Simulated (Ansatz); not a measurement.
**SiCl2 + H2O: a complex and its separated parts**

The complex below is one end of an elementary step. How strongly is it bound against its free parts?

Method: PBE0-D4/def2-TZVP structures, single points in def2-TZVPP, no counterpoise correction; program: Ansatz 0.2.0, Gaussian basis.

Levels: SPW92, PBE-D4, BLYP-D4, r2SCAN-D4, B97M-V, PBE0-D4, B3LYP-D4, r2SCAN0-D4, BHLYP-D4, CAM-B3LYP-D4, wB97X-V, wB97M-V, B2PLYP, PBE-QIDH, RPA on PBE, Hartree-Fock, MP2, CCSD, CCSD(T).

Correlated methods freeze the cores. B3LYP uses VWN-RPA correlation. B2PLYP carries no dispersion term here.

40 further runs of the same task are left out: 40 set aside as unsound or not needed.

### 1 The starting structure

The complex: 6 atoms, charge 0, spin multiplicity 1.

Atoms are counted from 1 here; the program's logs count them from 0.

Bond lengths: Si1–Cl2 2.144 Å, Si1–Cl3 2.143 Å, H4–O5 0.970 Å, O5–H6 0.970 Å. Angles: Cl2–Si1–Cl3 100.1°, H4–O5–H6 106.5°.

Geometry (Å):

```mol
Cl2H2OSi
  3D, bonds by distance, orders not assigned

  6  4  0  0  0  0  0  0  0  0999 V2000
    0.1911   -1.3048    0.0305 Si  0  0
    1.4749   -0.4017   -1.4292 Cl  0  0
   -1.7237   -0.8561   -0.8220 Cl  0  0
   -0.7800    0.8941    0.7672 H   0  0
    0.1059    0.5597    0.9752 O   0  0
    0.7318    1.1087    0.4784 H   0  0
  1  2  8  0
  1  3  8  0
  4  5  8  0
  5  6  8  0
M  END
```

Its parts: SiCl2 holds atoms 1, 2, 3; H2O holds atoms 4, 5, 6. Each part counts its atoms afresh in its own runs.

### 2 Relaxing SiCl2 alone

The input, relax-a/in.yaml:

```yaml
crystal:
  periodic: [false, false, false]
  atoms:
    - {symbol: Si, position_ang: [0.191065, -1.304807, 0.030497]}
    - {symbol: Cl, position_ang: [1.474945, -0.401655, -1.429209]}
    - {symbol: Cl, position_ang: [-1.723702, -0.856065, -0.822034]}
basis:
  gaussian: {orbitals: def2-TZVP}
hamiltonian: {xc: pbe0, dispersion: d4}
relax: {f_tol: 0.005, max_steps: 200}
```

On the command line:

```sh
> ansatz run in.yaml --threads 2 --pin off --events-out ev --progress --plain --max-ram 4352MiB
```

What it wrote (excerpt; [...] marks lines left out):

```text
Functional definition: PBE0
  name "PBE0"
  cite "Adamo & Barone, J. Chem. Phys. 110, 6158 (1999) doi:10.1063/1.478522"
  cite "Perdew, Burke & Ernzerhof, Phys. Rev. Lett. 77, 3865 (1996) doi:10.1103/PhysRevLett.77.3865"
  parent pbe
[...]
804 factors; their error is unknown
[...]
mean field -32914.06591900 eV, -1209.5696125682 hartree, gradient 3.2e-5 eV, S^2 0.000000; 0 other end points of the search recorded, 0 dependent functions left out
[...]
reference -32914.06594241 eV, -1209.5696134283 hartree; 24, 24 occupied and 87, 87 virtual orbitals, 804 factors
[...]
804 factors; their error is unknown
mean field -32914.13280023 eV, -1209.5720704078 hartree, gradient 5.4e-5 eV, S^2 0.000000; 1 other end points of the search recorded, 0 dependent functions left out
[...]
reference -32914.13282329 eV, -1209.5720712554 hartree; 24, 24 occupied and 87, 87 virtual orbitals, 804 factors
Total energy: -32914.21486089 eV, -1209.5750860817 hartree
Atom 0 at     0.182074    -1.285494    -0.002534 Å, force    -0.000011     0.000024    -0.000041 eV/Å
Atom 1 at     1.443442    -0.416430    -1.405852 Å, force    -0.000107    -0.000028     0.000042 eV/Å
Atom 2 at    -1.683208    -0.860603    -0.812359 Å, force     0.000118     0.000004    -0.000001 eV/Å
Dipole moment:     0.041463    -0.088840     0.151949 e Å
```

It took 6.5 s on 2 threads of Arm Neoverse V2, shared host.

Along the way:

| step | energy from step 1 (eV) | largest force component (eV/Å) |
| --- | --- | --- |
| 1 | 0.0000 | 1.0776 |
| 2 | -0.0632 | 0.2837 |
| 3 | -0.0674 | 0.0434 |
| 4 | -0.0676 | 0.0078 |
| 5 | -0.0676 | 0.0001 |

Close pairs (by a distance rule), those that changed most:

| bond | before (Å) | after (Å) | change (Å) |
| --- | --- | --- | --- |
| Si1–Cl2 | 2.144 | 2.077 | -0.066 |
| Si1–Cl3 | 2.143 | 2.077 | -0.066 |

### 3 Relaxing H2O alone

The input, relax-b/in.yaml:

```yaml
crystal:
  periodic: [false, false, false]
  atoms:
    - {symbol: H, position_ang: [-0.780040, 0.894078, 0.767187]}
    - {symbol: O, position_ang: [0.105893, 0.559692, 0.975245]}
    - {symbol: H, position_ang: [0.731841, 1.108657, 0.478415]}
basis:
  gaussian: {orbitals: def2-TZVP}
hamiltonian: {xc: pbe0, dispersion: d4}
relax: {f_tol: 0.005, max_steps: 200}
```

On the command line:

```sh
> ansatz run in.yaml --threads 2 --pin off --events-out ev --progress --plain --max-ram 4352MiB
```

What it wrote (excerpt; [...] marks lines left out):

```text
[... 5 set-up lines as earlier in the session ...]
[...]
239 factors; their error is unknown
[...]
mean field -2078.32572271 eV, -76.3770615697 hartree, gradient 1.3e-5 eV, S^2 0.000000; 0 other end points of the search recorded, 0 dependent functions left out
[...]
reference -2078.33309082 eV, -76.3773323429 hartree; 5, 5 occupied and 38, 38 virtual orbitals, 239 factors
Total energy: -2078.33734664 eV, -76.3774887412 hartree
Atom 0 at    -0.765280     0.897224     0.763506 Å, force     0.000056     0.000062    -0.000055 eV/Å
Atom 1 at     0.106492     0.557679     0.976851 Å, force     0.000033    -0.000102     0.000081 eV/Å
Atom 2 at     0.716482     1.107524     0.480490 Å, force    -0.000089     0.000040    -0.000026 eV/Å
Dipole moment:    -0.096526     0.327944    -0.261689 e Å
```

Run time: 0.8 s. Hardware: 2 threads of Arm Neoverse V2, shared host.

Along the way:

| step | energy from step 1 (eV) | largest force component (eV/Å) |
| --- | --- | --- |
| 1 | 0.0000 | 0.5574 |
| 2 | -0.0069 | 0.1216 |
| 3 | -0.0073 | 0.0503 |
| 4 | -0.0073 | 0.0001 |

Distances of close pairs at the start and the end, largest changes first:

| bond | before (Å) | after (Å) | change (Å) |
| --- | --- | --- | --- |
| O2–H3 | 0.970 | 0.960 | -0.010 |
| H1–O2 | 0.970 | 0.960 | -0.010 |

### 4 SPW92/def2-TZVPP

The input, parta/in.yaml:

```yaml
crystal:
  periodic: [false, false, false]
  atoms:
    - {symbol: Si, position_ang: [0.182074, -1.285494, -0.002534]}
    - {symbol: Cl, position_ang: [1.443442, -0.416430, -1.405852]}
    - {symbol: Cl, position_ang: [-1.683208, -0.860603, -0.812359]}
basis:
  gaussian: {orbitals: def2-TZVPP}
hamiltonian: {xc: lda}
```

The input, partb/in.yaml:

```yaml
crystal:
  periodic: [false, false, false]
  atoms:
    - {symbol: H, position_ang: [-0.765280, 0.897224, 0.763506]}
    - {symbol: O, position_ang: [0.106492, 0.557679, 0.976851]}
    - {symbol: H, position_ang: [0.716482, 1.107524, 0.480490]}
basis:
  gaussian: {orbitals: def2-TZVPP}
hamiltonian: {xc: lda}
```

Each run has its own folder and the same command.

On the command line:

```sh
> ansatz run in.yaml --threads 2 --pin off --events-out ev --progress --plain --max-ram 4352MiB
```

parta printed (excerpt; [...] marks lines left out):

```text
Functional definition: SPW92
  name "SPW92"
  cite "Dirac, Proc. Camb. Phil. Soc. 26, 376 (1930) doi:10.1017/S0305004100016108"
  cite "Slater, Phys. Rev. 81, 385 (1951) doi:10.1103/PhysRev.81.385"
  cite "Perdew & Wang, Phys. Rev. B 45, 13244 (1992) doi:10.1103/PhysRevB.45.13244"
[...]
876 factors; their error is unknown
[...]
mean field -32813.53867496 eV, -1205.8753044895 hartree, gradient 3.3e-5 eV, S^2 0.000000; 0 other end points of the search recorded, 0 dependent functions left out
reference -32813.53870390 eV, -1205.8753055528 hartree; 24, 24 occupied and 102, 102 virtual orbitals, 876 factors
Total energy: -32813.53870390 eV, -1205.8753055528 hartree
```

Output in partb (excerpt; [...] marks lines left out):

```text
[... 5 set-up lines as earlier in the session ...]
[...]
269 factors; their error is unknown
[...]
mean field -2065.39694419 eV, -75.9019377228 hartree, gradient 5.3e-5 eV, S^2 0.000000; 0 other end points of the search recorded, 0 dependent functions left out
reference -2065.39696302 eV, -75.9019384148 hartree; 5, 5 occupied and 54, 54 virtual orbitals, 269 factors
Total energy: -2065.39696302 eV, -75.9019384148 hartree
```

They took 0.45 s (parta), 0.15 s (partb) on 2 threads of Arm Neoverse V2, shared host.

### 5 PBE-D4/def2-TZVPP

The same edit goes into each in.yaml of step 4 (parta, partb):

```diff
-hamiltonian: {xc: lda}
+hamiltonian: {xc: pbe, dispersion: d4}
```

The same command starts each run, in its folder.

On the command line:

```sh
> ansatz run in.yaml --threads 2 --pin off --events-out ev --progress --plain --max-ram 4352MiB
```

Output in parta (excerpt; [...] marks lines left out):

```text
Functional definition: PBE
  name "PBE"
[... 2 set-up lines as earlier in the session ...]
[...]
876 factors; their error is unknown
[...]
mean field -32911.55247706 eV, -1209.4772452805 hartree, gradient 4.7e-5 eV, S^2 0.000000; 0 other end points of the search recorded, 0 dependent functions left out
reference -32911.55250792 eV, -1209.4772464147 hartree; 24, 24 occupied and 102, 102 virtual orbitals, 876 factors
Total energy: -32911.64997912 eV, -1209.4808284149 hartree
```

Log of partb (excerpt; [...] marks lines left out):

```text
[... 4 set-up lines as earlier in the session ...]
[...]
269 factors; their error is unknown
[...]
mean field -2078.40756856 eV, -76.3800693495 hartree, gradient 4.4e-5 eV, S^2 0.000000; 0 other end points of the search recorded, 0 dependent functions left out
reference -2078.40758904 eV, -76.3800701019 hartree; 5, 5 occupied and 54, 54 virtual orbitals, 269 factors
Total energy: -2078.41290608 eV, -76.3802654996 hartree
```

Times: 0.7 s (parta), 0.2 s (partb) on 2 threads of Arm Neoverse V2, shared host.

### 6 BLYP-D4/def2-TZVPP

The same edit goes into each in.yaml of step 5 (parta, partb):

```diff
-hamiltonian: {xc: pbe, dispersion: d4}
+hamiltonian: {xc: {name: BLYP}, dispersion: d4}
```

One command serves all of them, each in its own folder.

On the command line:

```sh
> ansatz run in.yaml --threads 2 --pin off --events-out ev --progress --plain --max-ram 4352MiB
```

Output in parta (excerpt; [...] marks lines left out):

```text
Functional definition: BLYP
  name "BLYP"
  cite "Becke, Phys. Rev. A 38, 3098 (1988) doi:10.1103/PhysRevA.38.3098"
  cite "Lee, Yang & Parr, Phys. Rev. B 37, 785 (1988) doi:10.1103/PhysRevB.37.785"
[...]
876 factors; their error is unknown
[...]
mean field -32925.72516601 eV, -1209.9980819927 hartree, gradient 6.6e-5 eV, S^2 0.000000; 0 other end points of the search recorded, 0 dependent functions left out
reference -32925.72545891 eV, -1209.9980927567 hartree; 24, 24 occupied and 102, 102 virtual orbitals, 876 factors
Total energy: -32925.93874723 eV, -1210.0059309578 hartree
```

Output in partb (excerpt; [...] marks lines left out):

```text
[... 4 set-up lines as earlier in the session ...]
[...]
269 factors; their error is unknown
[...]
mean field -2080.27678411 eV, -76.4487617539 hartree, gradient 8.6e-5 eV, S^2 0.000000; 0 other end points of the search recorded, 0 dependent functions left out
reference -2080.27697366 eV, -76.4487687197 hartree; 5, 5 occupied and 54, 54 virtual orbitals, 269 factors
Total energy: -2080.28981605 eV, -76.4492406688 hartree
```

They took 0.8 s (parta), 0.2 s (partb) on 2 threads of Arm Neoverse V2, shared host.

### 7 r2SCAN-D4/def2-TZVPP

The same edit goes into each in.yaml of step 6 (parta, partb):

```diff
-hamiltonian: {xc: {name: BLYP}, dispersion: d4}
+hamiltonian: {xc: r2scan, dispersion: d4}
```

The same command starts each run, in its folder.

On the command line:

```sh
> ansatz run in.yaml --threads 2 --pin off --events-out ev --progress --plain --max-ram 4352MiB
```

Output in parta (excerpt; [...] marks lines left out):

```text
Functional definition: r2SCAN
  name "r2SCAN"
  cite "Furness, Kaplan, Ning, Perdew & Sun, J. Phys. Chem. Lett. 11, 8208 (2020) doi:10.1021/acs.jpclett.0c02405"
  cite "Furness, Kaplan, Ning, Perdew & Sun, J. Phys. Chem. Lett. 11, 9248 (2020) doi:10.1021/acs.jpclett.0c03077"
  parent r2scan
[...]
876 factors; their error is unknown
[...]
mean field -32923.25124037 eV, -1209.9071669024 hartree, gradient 7.6e-5 eV, S^2 0.000000; 0 other end points of the search recorded, 0 dependent functions left out
reference -32923.25124844 eV, -1209.9071671989 hartree; 24, 24 occupied and 102, 102 virtual orbitals, 876 factors
Total energy: -32923.27076911 eV, -1209.9078845705 hartree
```

Log of partb (excerpt; [...] marks lines left out):

```text
[... 5 set-up lines as earlier in the session ...]
[...]
269 factors; their error is unknown
[...]
mean field -2079.58114579 eV, -76.4231975172 hartree, gradient 8.5e-5 eV, S^2 0.000000; 0 other end points of the search recorded, 0 dependent functions left out
reference -2079.58115100 eV, -76.4231977085 hartree; 5, 5 occupied and 54, 54 virtual orbitals, 269 factors
Total energy: -2079.58242352 eV, -76.4232444729 hartree
```

Times: 1.9 s (parta), 0.45 s (partb) on 2 threads of Arm Neoverse V2, shared host.

### 8 B97M-V/def2-TZVPP

The same edit goes into each in.yaml of step 7 (parta, partb):

```diff
-hamiltonian: {xc: r2scan, dispersion: d4}
+hamiltonian: {xc: {name: B97M-V}}
```

Each run has its own folder and the same command.

On the command line:

```sh
> ansatz run in.yaml --threads 2 --pin off --events-out ev --progress --plain --max-ram 4352MiB
```

Log of parta (excerpt; [...] marks lines left out):

```text
Functional definition: B97M-V
  name "B97M-V"
  cite "Mardirossian & Head-Gordon, J. Chem. Phys. 142, 074111 (2015) doi:10.1063/1.4907719"
  cite "Becke, J. Chem. Phys. 107, 8554 (1997) doi:10.1063/1.475007"
  cite "Vydrov & Van Voorhis, J. Chem. Phys. 133, 244103 (2010) doi:10.1063/1.3521275"
  # Of w^i u^j: cxij and so on, Table III.
[...]
  gx(w, u) = cx00 + cx01*u + cx02*u^2 + (cx10 + cx11*u)*w
[...]
  gos(w, u) = cos00 + cos01*u + cos03*u^3 + cos10*w + cos32*w^3*u^2
[...]
      + integral(e_c_pw_mod_opposite_spin*gos(b97_w_opposite, b97_u_opposite)) + vv10(b, c)
876 factors; their error is unknown
[...]
mean field -32917.17111490 eV, -1209.6837264127 hartree, gradient 4.0e-5 eV, S^2 0.000000; 0 other end points of the search recorded, 0 dependent functions left out
reference -32917.17115734 eV, -1209.6837279723 hartree; 24, 24 occupied and 102, 102 virtual orbitals, 876 factors
Total energy: -32917.17115734 eV, -1209.6837279723 hartree
```

partb printed (excerpt; [...] marks lines left out):

```text
[... 5 set-up lines as earlier in the session ...]
  # Of w^i u^j: cxij and so on, Table III.
[...]
  gx(w, u) = cx00 + cx01*u + cx02*u^2 + (cx10 + cx11*u)*w
[...]
  gos(w, u) = cos00 + cos01*u + cos03*u^3 + cos10*w + cos32*w^3*u^2
[...]
      + integral(e_c_pw_mod_opposite_spin*gos(b97_w_opposite, b97_u_opposite)) + vv10(b, c)
269 factors; their error is unknown
[...]
mean field -2079.93551067 eV, -76.4362201863 hartree, gradient 2.9e-5 eV, S^2 0.000000; 0 other end points of the search recorded, 0 dependent functions left out
reference -2079.93553749 eV, -76.4362211718 hartree; 5, 5 occupied and 54, 54 virtual orbitals, 269 factors
Total energy: -2079.93553749 eV, -76.4362211718 hartree
```

Wall times: 3.1 s (parta), 0.6 s (partb) on 2 threads of Arm Neoverse V2, shared host.

### 9 PBE0-D4/def2-TZVPP

The same edit goes into each in.yaml of step 8 (parta, partb):

```diff
-hamiltonian: {xc: {name: B97M-V}}
+hamiltonian: {xc: pbe0, dispersion: d4}
+output: {orbitals: {seedname: orbitals}}
```

Each run has its own folder and the same command.

On the command line:

```sh
> ansatz run in.yaml --threads 2 --pin off --events-out ev --progress --plain --max-ram 4352MiB
```

Output in parta (excerpt; [...] marks lines left out):

```text
[... 5 set-up lines as earlier in the session ...]
[...]
941 factors; their error is unknown
[...]
mean field -32914.13924951 eV, -1209.5723074146 hartree, gradient 5.7e-5 eV, S^2 0.000000; 0 other end points of the search recorded, 0 dependent functions left out
reference -32914.13927258 eV, -1209.5723082622 hartree; 24, 24 occupied and 102, 102 virtual orbitals, 941 factors
Total energy: -32914.22131018 eV, -1209.5753230886 hartree
```

partb printed (excerpt; [...] marks lines left out):

```text
[... 5 set-up lines as earlier in the session ...]
[...]
269 factors; their error is unknown
[...]
mean field -2078.42781985 eV, -76.3808135706 hartree, gradient 1.2e-5 eV, S^2 0.000000; 0 other end points of the search recorded, 0 dependent functions left out
reference -2078.42783436 eV, -76.3808141036 hartree; 5, 5 occupied and 54, 54 virtual orbitals, 269 factors
Total energy: -2078.43209017 eV, -76.3809705019 hartree
```

They took 1.2 s (parta), 0.2 s (partb) on 2 threads of Arm Neoverse V2, shared host.

### 10 B3LYP-D4/def2-TZVPP

Each input of step 9 (parta, partb) changes in the same lines:

```diff
-hamiltonian: {xc: pbe0, dispersion: d4}
-output: {orbitals: {seedname: orbitals}}
+hamiltonian: {xc: {name: B3LYP}, dispersion: d4}
```

Each run has its own folder and the same command.

On the command line:

```sh
> ansatz run in.yaml --threads 2 --pin off --events-out ev --progress --plain --max-ram 4352MiB
```

parta printed (excerpt; [...] marks lines left out):

```text
Functional definition: B3LYP
  name "B3LYP"
  cite "Stephens, Devlin, Chabalowski & Frisch, J. Phys. Chem. 98, 11623 (1994) doi:10.1021/j100096a001"
[... 2 set-up lines as earlier in the session ...]
  cite "Vosko, Wilk & Nusair, Can. J. Phys. 58, 1200 (1980) doi:10.1139/p80-159"
[...]
917 factors; their error is unknown
[...]
mean field -32927.00412206 eV, -1210.0450827608 hartree, gradient 5.0e-5 eV, S^2 0.000000; 0 other end points of the search recorded, 0 dependent functions left out
reference -32927.00434045 eV, -1210.0450907865 hartree; 24, 24 occupied and 102, 102 virtual orbitals, 917 factors
Total energy: -32927.16749019 eV, -1210.0510864287 hartree
```

Output in partb (excerpt; [...] marks lines left out):

```text
[... 6 set-up lines as earlier in the session ...]
[...]
269 factors; their error is unknown
[...]
mean field -2080.76395951 eV, -76.4666651196 hartree, gradient 1.1e-5 eV, S^2 0.000000; 0 other end points of the search recorded, 0 dependent functions left out
reference -2080.76409787 eV, -76.4666702043 hartree; 5, 5 occupied and 54, 54 virtual orbitals, 269 factors
Total energy: -2080.77252391 eV, -76.4669798555 hartree
```

They took 1.2 s (parta), 0.2 s (partb) on 2 threads of Arm Neoverse V2, shared host.

### 11 r2SCAN0-D4/def2-TZVPP

The same edit goes into each in.yaml of step 10 (parta, partb):

```diff
-hamiltonian: {xc: {name: B3LYP}, dispersion: d4}
+hamiltonian: {xc: {name: r2SCAN0}, dispersion: d4}
```

One command serves all of them, each in its own folder.

On the command line:

```sh
> ansatz run in.yaml --threads 2 --pin off --events-out ev --progress --plain --max-ram 4352MiB
```

Log of parta (excerpt; [...] marks lines left out):

```text
Functional definition: r2SCAN0
  name "r2SCAN0"
  cite "Bursch, Neugebauer, Ehlert & Grimme, J. Chem. Phys. 156, 134105 (2022) doi:10.1063/5.0086040"
[... 3 set-up lines as earlier in the session ...]
[...]
941 factors; their error is unknown
[...]
mean field -32922.91920092 eV, -1209.8949646777 hartree, gradient 1.2e-5 eV, S^2 0.000000; 0 other end points of the search recorded, 0 dependent functions left out
reference -32922.91920736 eV, -1209.8949649142 hartree; 24, 24 occupied and 102, 102 virtual orbitals, 941 factors
Total energy: -32922.94389312 eV, -1209.8958720994 hartree
```

Log of partb (excerpt; [...] marks lines left out):

```text
[... 6 set-up lines as earlier in the session ...]
[...]
269 factors; their error is unknown
[...]
mean field -2079.27470554 eV, -76.4119360455 hartree, gradient 2.0e-5 eV, S^2 0.000000; 0 other end points of the search recorded, 0 dependent functions left out
reference -2079.27470964 eV, -76.4119361962 hartree; 5, 5 occupied and 54, 54 virtual orbitals, 269 factors
Total energy: -2079.27611379 eV, -76.4119877977 hartree
```

They took 2.5 s (parta), 0.45 s (partb) on 2 threads of Arm Neoverse V2, shared host.

### 12 BHLYP-D4/def2-TZVPP

The same edit goes into each in.yaml of step 11 (parta, partb):

```diff
-hamiltonian: {xc: {name: r2SCAN0}, dispersion: d4}
+hamiltonian: {xc: {name: BHLYP}, dispersion: d4}
```

One command serves all of them, each in its own folder.

On the command line:

```sh
> ansatz run in.yaml --threads 2 --pin off --events-out ev --progress --plain --max-ram 4352MiB
```

parta printed (excerpt; [...] marks lines left out):

```text
Functional definition: BHLYP
  name "BHLYP"
  cite "Becke, J. Chem. Phys. 98, 1372 (1993) doi:10.1063/1.464304"
[... 2 set-up lines as earlier in the session ...]
[...]
998 factors; their error is unknown
[...]
mean field -32925.68029816 eV, -1209.9964331296 hartree, gradient 1.9e-5 eV, S^2 0.000000; 0 other end points of the search recorded, 0 dependent functions left out
reference -32925.68044659 eV, -1209.9964385842 hartree; 24, 24 occupied and 102, 102 virtual orbitals, 998 factors
Total energy: -32925.82781629 eV, -1210.0018543210 hartree
```

Output in partb (excerpt; [...] marks lines left out):

```text
[... 5 set-up lines as earlier in the session ...]
[...]
295 factors; their error is unknown
[...]
mean field -2079.57890809 eV, -76.4231152831 hartree, gradient 2.0e-5 eV, S^2 0.000000; 0 other end points of the search recorded, 0 dependent functions left out
reference -2079.57899888 eV, -76.4231186197 hartree; 5, 5 occupied and 54, 54 virtual orbitals, 295 factors
Total energy: -2079.58395069 eV, -76.4233005951 hartree
```

Wall times: 1.2 s (parta), 0.2 s (partb) on 2 threads of Arm Neoverse V2, shared host.

### 13 CAM-B3LYP-D4/def2-TZVPP

The same edit goes into each in.yaml of step 12 (parta, partb):

```diff
-hamiltonian: {xc: {name: BHLYP}, dispersion: d4}
+hamiltonian: {xc: {name: CAM-B3LYP}, dispersion: d4}
```

The same command starts each run, in its folder.

On the command line:

```sh
> ansatz run in.yaml --threads 2 --pin off --events-out ev --progress --plain --max-ram 4352MiB
```

Log of parta (excerpt; [...] marks lines left out):

```text
Functional definition: CAM-B3LYP
  name "CAM-B3LYP"
  cite "Yanai, Tew & Handy, Chem. Phys. Lett. 393, 51 (2004) doi:10.1016/j.cplett.2004.06.011"
  cite "Iikura, Tsuneda, Yanai & Hirao, J. Chem. Phys. 115, 3540 (2001) doi:10.1063/1.1383587"
[... 2 set-up lines as earlier in the session ...]
[...]
917 factors; their error is unknown
152 factors; integrals over basis functions are off by at most 4.5e-5 eV
[...]
mean field -32926.55833421 eV, -1210.0287003593 hartree, gradient 2.5e-5 eV, S^2 0.000000; 0 other end points of the search recorded, 0 dependent functions left out
reference -32926.55844058 eV, -1210.0287042683 hartree; 24, 24 occupied and 102, 102 virtual orbitals, 917 factors
Total energy: -32926.64388015 eV, -1210.0318441147 hartree
```

Log of partb (excerpt; [...] marks lines left out):

```text
[... 6 set-up lines as earlier in the session ...]
[...]
  # Exact exchange under (alpha + beta erf(omega r))/r, Becke's under what is left of 1/r.
[...]
269 factors; their error is unknown
72 factors; integrals over basis functions are off by at most 1.6e-5 eV
[...]
mean field -2079.99968591 eV, -76.4385785826 hartree, gradient 1.1e-5 eV, S^2 0.000000; 0 other end points of the search recorded, 0 dependent functions left out
reference -2079.99975334 eV, -76.4385810606 hartree; 5, 5 occupied and 54, 54 virtual orbitals, 269 factors
Total energy: -2080.00381929 eV, -76.4387304816 hartree
```

Times: 1.4 s (parta), 0.25 s (partb) on 2 threads of Arm Neoverse V2, shared host.

(Part 1 of 2 ends here.)
